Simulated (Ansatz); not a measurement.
# HfGe+ (sextet): from Hartree-Fock to the top rungs, def2-SVP

An exercise on one series of results from a longer session: the logs are not shown, and one member is left open.

Method: def2-SVP, core rule «outside noble gas», up to 18 orbitals frozen; program: Ansatz 0.2.0, Gaussian basis.

Plan: UHF; CCSD(T) on ROHF; CCSD(T) on UHF; CISD as a restricted active space (open shells left free, so some higher excitations enter); CCSDT(Q) on ROHF; CCSDT(Q) on UHF; CISDTQ; CCSDTQ on ROHF.

11 further runs of the same task are left out: 6 for a known fault of the program, 2 that didn't finish, 3 set aside as unsound or not needed. Runs told in other sessions of the task aren't counted.

## The geometry

The geometry is a PBE0/def2-TZVP stationary point (not a proven minimum). No spin-orbit coupling is included. Elements past krypton take def2 core potentials. The filled d shell of Ge may be among the frozen orbitals whatever the setting's name suggests.

2 atoms, charge 1, spin multiplicity 6.

Atoms are counted from 1 here; the program's logs count them from 0.

Bond lengths: Hf1–Ge2 2.569 Å.

The first run:

in.yaml reads:

```yaml
crystal:
  periodic: [false, false, false]
  atoms:
    - {symbol: Hf, position_ang: [0.000000, 0.000000, 0.000000]}
    - {symbol: Ge, position_ang: [0.000000, 0.000000, 2.569000]}
basis:
  gaussian: {orbitals: def2-SVP}
total_charge: 1
magnetization: {spin_polarized: true, initial_magnetization: 5}
hamiltonian: {xc: hf}
output: {orbitals: {seedname: orbitals}}
```

Command:

```sh
$ ansatz run in.yaml --threads 1 --pin off --events-out ev --progress --plain --max-ram 4160MiB --backend cpu
```

Among the steps run: UHF; CCSD(T) on ROHF; CCSD(T) on UHF; CISD as a restricted active space (open shells left free, so some higher excitations enter); CCSDT(Q) on ROHF; CCSDT(Q) on UHF; CISDTQ; CCSDTQ on ROHF.

One of the session's tables, all rows but one given; the rest of the session is left out.

| method | from RCCSDTQ (meV) |
| --- | --- |
| ROHF | +2830.9 |
| UHF | +2709.5 |
| RMP2 | +671.1 |
| UMP2 | +617.1 |
| RCCSD | +175.0 |
| UCCSD | +93.6 |
| RCCSD(T) | +39.7 |
| UCCSD(T) | -38.1 |
| RCCSDT | +8.0 |
| UCCSDT | -70.6 |
| RCCSDT(Q) | +1.1 |
| UCCSDT(Q) | ? |
| RCCSDTQ | 0 |

**Question.** Estimate the row for UCCSDT(Q).

**Answer.** from RCCSDTQ (meV): -79.3. In the column «from RCCSDTQ (meV)» it is the lowest.

Limits of these values: Restricted and unrestricted rows rest on different reference determinants; a gap between their highest levels can come from leftover correlation error, from unlike frozen cores or from another state.
